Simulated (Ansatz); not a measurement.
# In2Sb: an axial (c/a) deformation path

One table from this session's results is given with a row withheld; the runs are named, their logs left out.

Method: DFT r2SCAN, scalar-relativistic, plane waves, PAW, in Ansatz 0.2.0.

1 further run of the same task is left out (set aside as unsound or not needed).

### The structure to begin with

The structure is hexagonal, space group P6_3/mmc (No. 194). Conventional cell: a = 5.415 Å, b = 5.415 Å, c = 6.447 Å, α = 90.00°, β = 90.00°, γ = 120.00°. In (site symmetry -6m2) is surrounded by 5 Sb at 3.13 to 3.22 Å and 6 In at 3.52 Å. In (site symmetry -3m) has 8 In at 3.22 to 3.52 Å and 6 Sb at 3.52 Å as nearest neighbours. Sb (site symmetry -6m2) is surrounded by 11 In at 3.13 to 3.52 Å.

Coordinates:

```
In Sb
1.0
     5.41546    0.00000    0.00000
    -2.70773    4.68993    0.00000
     0.00000    0.00000    6.44732
In Sb
4 2
Direct
  0.66667 0.33333 0.25000
  0.33333 0.66667 0.75000
  0.00000 0.00000 0.50000
  0.00000 0.00000 0.00000
  0.66667 0.33333 0.75000
  0.33333 0.66667 0.25000
```

It goes back to an entry of the Materials Project, which need not be the stable form.

This cell was relaxed beforehand with the same method: volume 27.29 Å³/atom, gap on the mesh none (metal).

Set-up of the first run:

input.yaml

```yaml
crystal:
  lattice:
    - [5.4154617306, 0.0, 0.0]
    - [-2.7077308653, 4.689927432, 0.0]
    - [0.0, 0.0, 6.4473186173]
  atoms:
    - { symbol: In, position: [0.6666666667, 0.3333333333, 0.25] }
    - { symbol: In, position: [0.3333333333, 0.6666666667, 0.75] }
    - { symbol: In, position: [0.0, 0.0, 0.5] }
    - { symbol: In, position: [0.0, 0.0, 0.0] }
    - { symbol: Sb, position: [0.6666666667, 0.3333333333, 0.75] }
    - { symbol: Sb, position: [0.3333333333, 0.6666666667, 0.25] }
basis:
  ecutwfc: 500
kpoints:
  mp_grid: { grid: [12, 12, 8] }
hamiltonian:
  xc: r2scan
scf:
  occupations: { method: gaussian, width: 0.15 }
output:
  forces: true
  stress: true
  eigenvalues: true
```

Started as:

```
ansatz run input.yaml --threads 1 --pin off --max-ram 2560MiB --backend cpu --events-out ev --progress --plain --runs-dir out
```

Steps of the session up to this table: The undisturbed cell; Point ρ = 0.850; At ρ = 1.200; Point ρ = 0.920; ρ = 1.100.

One of the session's tables, all rows but one given; the rest of the session is left out.

The scan, with free energies counted from the undisturbed cell:

| ρ | ΔE (meV/atom) | pressure (GPa) |
| --- | --- | --- |
| 0.850 | 75.9 | 1.8 |
| 0.920 | ? | ? |
| 1.000 | 0.0 | 0.0 |
| 1.100 | 22.8 | 0.9 |
| 1.200 | 71.7 | 2.4 |

Q: Estimate the row for ρ = 0.920 from the others.

Worked estimate for «ΔE (meV/atom)». A straight line through the neighbours (0.850, 75.9) and (1.000, 0.0) gives 75.9 + (0.0 − 75.9) × (0.920 − 0.850) / (1.000 − 0.850) = 40.5; a parabola fitted to 3 rows on both sides gives 24.0.

The run gave: ΔE (meV/atom): 16.2; pressure (GPa): 0.3. In «ΔE (meV/atom)» the line misses by +24.3 and the parabola by +7.8.
